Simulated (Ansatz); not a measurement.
# CH2Ga: the cost of one run

Program: Ansatz 0.2.0, Gaussian basis. Level of theory: def2-QZVPP, all electrons in the functionals. These are calculated values, not measurements.

The runs, in order: PBE, BLYP, r2SCAN, B97M-V, PBE0, B3LYP, wB97M-V, at charge 0, doublet; charge 0, quartet; charge 1, singlet; charge 1, triplet.

8 further runs of the same task are left out: 8 set aside as unsound or not needed. Runs told in other sessions of the task aren't counted.

### 1 The system

The geometry is a PBE0/def2-TZVP stationary point (not a proven minimum). No spin-orbit coupling is included. The filled d shell of Ga may be among the frozen orbitals whatever the setting's name suggests.

4 atoms, charge 0, spin multiplicity 2.

Atoms are counted from 1 here; the program's logs count them from 0.

Bond lengths: C1–Ga2 1.974 Å, Ga2–H3 1.564 Å, Ga2–H4 1.566 Å. Angles: C1–Ga2–H3 118.1°, C1–Ga2–H4 117.3°, H3–Ga2–H4 124.6°.

No dispersion term is added; B97M-V, wB97M-V hold VV10 nonlocal correlation. B3LYP takes the VWN-RPA correlation.

The geometry shown and the zero of energy belong to the point charge 0, doublet. The yardstick, RCCSD(T), and other wave-function levels (R restricted, U unrestricted, valence and pair active spaces) come from earlier runs.

### 2 PBE, charge 0, doublet

The input, in.yaml:

```yaml
crystal:
  periodic: [false, false, false]
  atoms:
    - {symbol: C, position_ang: [0.000000, 0.001437, 1.708594]}
    - {symbol: Ga, position_ang: [0.000000, -0.000051, -0.265616]}
    - {symbol: H, position_ang: [0.000000, 1.379029, -1.003372]}
    - {symbol: H, position_ang: [0.000000, -1.392627, -0.982695]}
basis:
  gaussian: {orbitals: "def2-QZVPP.json"}
magnetization: {spin_polarized: true, initial_magnetization: 1}
hamiltonian: {xc: {name: PBE}}
output: {orbitals: {seedname: orbitals}}
```

On the command line:

```console
ansatz run in.yaml --threads 1 --pin off --events-out ev --progress --plain --max-ram 2393MiB
```

Q: Estimate wall time and peak memory on 1 thread of Intel Xeon 6975P-C, shared host.

About 22 s, with a peak of 0.45 GiB.
